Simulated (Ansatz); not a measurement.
# PtSe (P-6m2) in Ansatz: notebook, part 2 of 2

Ansatz 0.2.0.

### Step 4. Density of states, PBE

input.yaml

```yaml
crystal:
  lattice:
    - [3.70187033, 0.0, 0.0]
    - [-1.85093516, 3.20591375, 0.0]
    - [0.0, 0.0, 3.61284203]
  atoms:
    - { symbol: Pt, position: [0.0, 0.0, 0.0] }
    - { symbol: Se, position: [0.6666666667, 0.3333333333, 0.5] }
kpoints:
  mp_grid: { grid: [8, 8, 7] }
scf:
  occupations: { method: fermi_dirac, width: 0.05 }
hamiltonian:
  xc: pbe
  pseudopotentials: { kind: all_electron, datasets: crystal }
output:
  forces: true
  stress: true
  eigenvalues: true
  dos: { projected: false, de: 0.2, e_range: [-20, 10] }
```

Potentials or basis: all-electron PAW datasets made for the crystal.

Launch:

```console
$ ansatz run input.yaml --threads 1 --pin off --max-ram 3072MiB --backend cpu --events-out ev --progress --plain --runs-dir out
```

The program printed:

```text
Warning: RAYON_NUM_THREADS=1 ignored (pool sized by the plan → 1); use --threads N
hamiltonian.pseudopotentials.datasets: crystal makes datasets for this crystal and solves the spheres of its atoms anew in each pass: cutoff 260.0 eV, the density's 1040.0 eV; for an error of 0.50 meV an atom under PBE, 1.0 meV for the cell; an energy difference from a run of another recipe may be off by several times the error for the cell, under r2SCAN by more, where some 0.1 meV an atom stays at smaller errors; Se in spheres of 1.376 Å, 6 of its electrons in bands; Pt in spheres of 1.376 Å, 10 of its electrons in bands, 8 on its site; only band paths and densities of states list, in semicore columns, the levels of the semicore shells that are solved separately: 5s of Pt, 5p of Pt
Engine: ansatz 0.2.0, x86_64-unknown-linux-gnu
Pseudopotentials: kind: all_electron
Pseudopotential: Pt, paw, valence charge 18, recommended cutoff 260 eV (normal), crystal/all_electron/pbe/scalar/gaussian/Pt, Koelling and Harmon's equation, gaussian nucleus
Pseudopotential: Se, paw, valence charge 6, recommended cutoff 260 eV (normal), crystal/all_electron/pbe/scalar/gaussian/Se, Koelling and Harmon's equation, gaussian nucleus
Functional definition: PBE
  parameter kappa = 0.804
  parameter beta = 0.06672455060314922
  exchange = pbe_x(kappa = kappa, mu = beta*pi^2/3)
  correlation = pbe_c(beta = beta)
Crystal: 2 atoms, lattice volume = 42.877 Å³
Basis set: ecut = 260 eV, 405 PW (Γ), exchange–correlation on 40×40×40 points (8 copies of the dense FFT grid, shifted against one another)
Bands: 12, of which v1, the nominal top of the filled ones, is band 8 counted from 1 (7 counted from 0)
Symmetry: 12 space group operations
Space group: P-6m2 (ITA 187), of the structure as read, at distance tolerance 3.5e-5 Å
k-points: 40 of 448 (time reversal used)
Non-local potential: Pt, projectors of the file, l = 0: 1, l = 1: 1, l = 2: 2
Non-local potential: Se, projectors of the file, l = 0: 1, l = 1: 1
PAW form: soft (Blöchl's): semilocal exchange-correlation on the pseudo side does not see the compensation charge
PAW one-centre angular grid: Pt, 590 points (default); XC on its mesh's 1817 points in the sphere
PAW one-centre angular grid: Se, 110 points (default); XC on its mesh's 1903 points in the sphere
Initial density: superposition of atomic densities (neutral atoms: chi_scale 0, normalization atom)
Initial wavefunctions: pseudopotential atomic-orbital guess
Functional: x = pbe(κ = 0.804, μ = 0.2195149727645171), c = pbe(β = 0.06672455060314922)
iter 1 solved again at ethr=5.01e-3 eV; its pass at ethr=1.00e-1 eV (dr2=8.02e-1 eV) is discarded
SCF iter   1: F=—  HF=-567082.549941 eV  |F-HF|=—  |Δ(HF+E_count)|=         —  Δρ=4.31e-2  dr2=8.91e-1  ethr=5.01e-3  ⟨swp⟩=3.0  Hψ=2780  notcnv=0
preconditioner: auto → none  [metal: Δε(μ)=0.076 eV  Ē_g=8.471 eV  σ=0.050 eV  W_gap=0.36  n_scr=8 (ndim 8)  ℏωp=22.7 eV  f_vac=0.000  D(μ)=1.07/eV (n_scr^D=8)  sad-step TF]
SCF iter   2: F=—  HF=-567082.397213 eV  |F-HF|=—  |Δ(HF+E_count)|=   1.53e-1  Δρ=1.75e-2  dr2=1.26e-1  ethr=5.01e-3  ⟨swp⟩=2.1  Hψ=963  notcnv=0
iter 3 solved again at ethr=7.57e-5 eV; its pass at ethr=7.89e-4 eV (dr2=1.21e-2 eV) is discarded
SCF iter   3: F=—  HF=-567082.364516 eV  |F-HF|=—  |Δ(HF+E_count)|=   3.27e-2  Δρ=4.14e-3  dr2=1.18e-2  ethr=7.57e-5  ⟨swp⟩=2.1  Hψ=2270  notcnv=0  defer=4
SCF iter   4: F=—  HF=-567082.369879 eV  |F-HF|=—  |Δ(HF+E_count)|=   5.36e-3  Δρ=6.49e-3  dr2=2.71e-2  ethr=7.40e-5  ⟨swp⟩=3.0  Hψ=1222  notcnv=0  defer=2
SCF iter   5: F=—  HF=-567082.368442 eV  |F-HF|=—  |Δ(HF+E_count)|=   1.44e-3  Δρ=2.22e-3  dr2=3.67e-3  ethr=7.40e-5  ⟨swp⟩=3.0  Hψ=1222  notcnv=0  defer=2
SCF iter   6: F=—  HF=-567082.368667 eV  |F-HF|=—  |Δ(HF+E_count)|=   2.26e-4  Δρ=3.17e-4  dr2=8.94e-5  ethr=2.29e-5  ⟨swp⟩=2.0  Hψ=814  notcnv=0  defer=2
SCF iter   7: F=—  HF=-567082.368646 eV  |F-HF|=—  |Δ(HF+E_count)|=   2.18e-5  Δρ=9.97e-5  dr2=6.54e-6  ethr=5.59e-7  ⟨swp⟩=2.9  Hψ=1229  notcnv=0  defer=1
SCF iter   8: F=—  HF=-567082.368640 eV  |F-HF|=—  |Δ(HF+E_count)|=   5.16e-6  Δρ=8.04e-5  dr2=6.12e-6  ethr=4.08e-8  ⟨swp⟩=3.0  Hψ=940  notcnv=0
SCF iter   9: F=—  HF=-567082.368639 eV  |F-HF|=—  |Δ(HF+E_count)|=   1.33e-6  Δρ=2.14e-5  dr2=3.99e-7  ethr=3.82e-8  ⟨swp⟩=2.0  Hψ=810  notcnv=0
SCF iter  10: F=-567082.368639 eV  HF=-567082.368639 eV  |F-HF|=1.84e-8  |Δ(HF+E_count)|=   6.11e-8  Δρ=5.89e-6  dr2=2.38e-8  ethr=2.49e-9  ⟨swp⟩=2.2  Hψ=820  notcnv=0
SCF 1 converged in 10 iterations: F = -567082.368649 eV  dr2 = 2.38e-8
  Residual-converged pass: ⟨swp⟩=3.6  Hψ=1161  notcnv=0  max |occ|·‖R‖ = 5.3e-6 eV (tolerance 5.3e-6 eV)  dr2=2.20e-8  dr2_onsite=8.70e-9  max |Δocc| = 1.6e-9
SCF converged after 10 iterations
Free energy (F): -567082.368649 eV
Harris-Foulkes:  -567082.368649 eV  (|F-HF|=1.84e-8)
Internal energy: -567082.358379 eV  (E = F + TS)
E sigma→0 (E₀):  -567082.363514 eV
Entropy (-TS):   -0.010269 eV (-5.135 meV/atom)
Past the cutoff: the bands carry plane waves up to 1.75 times it, of which those up to 1.5 times it add -0.000207 eV an atom, each by itself; the spheres take 0.000244 eV an atom off the energy for waves past 1.75 times it
By the cutoff:   a pressure is off by up to 0.007 GPa (1.2 times the spheres' own share and the shells' term, over an atom's volume, and 0.004 GPa: a bound that held against runs at twice the plane waves)
Past the cutoffs: a stress includes 0.0015 GPa for waves and charges beyond them, in addition to the slope of what the spheres take
In the spheres:  the bands' charges fall short by 5.6e-7 e at most (sound up to 1e-3), those of shells solved beside the bands by 5.3e-7 e (sound up to 5e-4)
Fermi energy:    14.957234 eV
--- Per-component energies (eV) ---
  E_band       = 172.033749
  E_kinetic    = 259.507746
  E_local      = -1982.718700  (includes V_loc(G=0)·N_el)
  E_nonlocal   = 199.721310
  E_hartree    = 989.363210
  E_xc         = -150.063017
  E_vxc        = -179.314291  (∫ρ·V_xc dr)
  E_paw        = -570085.837043  (= ΣΔE_a)
  E_vpaw       = -6224.202312  (= ΣTr[D̂ρ^β])
  E_ewald      = -2432.636362
  E_smearing   = -0.010269  (= −TS)
  E_closure    = 6120.304477  (closes the sum)
  Σ components = -567082.368649   (vs F -567082.368649, Δ=0.00e0)
  The terms above E_closure are by the made datasets' own strengths, without shells solved beside the bands.
--- Forces (eV/Å), atoms counted from 1 ---
  atom   1  Pt    -0.00000000    -0.00000000    -0.00000000
  atom   2  Se     0.00000000     0.00000000    -0.00000000
  max |Σ_I F_I| component: 2.89e-17 eV/Å
--- Stress (GPa, compression-positive) ---
       -9.822662      -0.000000       0.000000
        0.000000      -9.822662       0.000000
        0.000000       0.000000     -14.694328
  P = ⅓ Tr σ = -11.4466 GPa (-114.466 kbar)
  It holds what live shells' own plane waves past their cutoff add
--- Band table (eV; the first three rows and the last of 40) ---
  k-point 0: bands = ["0.5002", "11.3921", "11.3921", "11.5803", "12.9368", "12.9685", "12.9685", "14.8768", "15.5735", "15.5735"]
  k-point 1: bands = ["0.6404", "10.7941", "11.4628", "11.4628", "12.5679", "12.7855", "12.7855", "15.6464", "15.6464", "16.2056"]
  k-point 2: bands = ["0.9935", "9.1863", "11.5896", "11.5896", "12.5179", "12.5179", "12.9261", "15.6351", "15.6351", "17.8958"]
  k-point 39: bands = ["1.9453", "9.5879", "9.7898", "10.9444", "12.7826", "13.5203", "13.6230", "14.6607", "15.5243", "16.0072"]
```

It took 21 s on 1 thread of Intel Xeon at 2.50GHz (Skylake/Cascade Lake), shared host; peak memory 0.51 GiB.

What came out:

```yaml
Free_energy: -567082.3686 eV
Pressure: -11.4 GPa
Band_gap_on_the_k_mesh: none (metal or under the smearing width)
```

States per cell in windows of 0.5 eV (zero at the Fermi level; states under -8 eV left out):
| from (eV) | total |
| --- | --- |
| -8.0 | 0.00 |
| -7.5 | 0.00 |
| -7.0 | 0.03 |
| -6.5 | 0.29 |
| -6.0 | 0.92 |
| -5.5 | 0.69 |
| -5.0 | 0.72 |
| -4.5 | 1.30 |
| -4.0 | 1.41 |
| -3.5 | 0.65 |
| -3.0 | 1.22 |
| -2.5 | 1.55 |
| -2.0 | 1.49 |
| -1.5 | 1.96 |
| -1.0 | 1.28 |
| -0.5 | 0.44 |
| 0.0 | 0.80 |
| 0.5 | 0.94 |
| 1.0 | 0.43 |
| 1.5 | 0.18 |
| 2.0 | 0.22 |
| 2.5 | 0.28 |
| 3.0 | 0.42 |
| 3.5 | 0.51 |
| 4.0 | 0.24 |
| 4.5 | 0.13 |
| 5.0 | 0.19 |
| 5.5 | 0.58 |
| 6.0 | 0.72 |
| 6.5 | 0.43 |
| 7.0 | 0.34 |
| 7.5 | 0.47 |

Caveat: the program warned that the printed levels may be off, so bands, gaps and densities of states are rough. The run has no spin-orbit coupling, so splittings on Pt are missing.
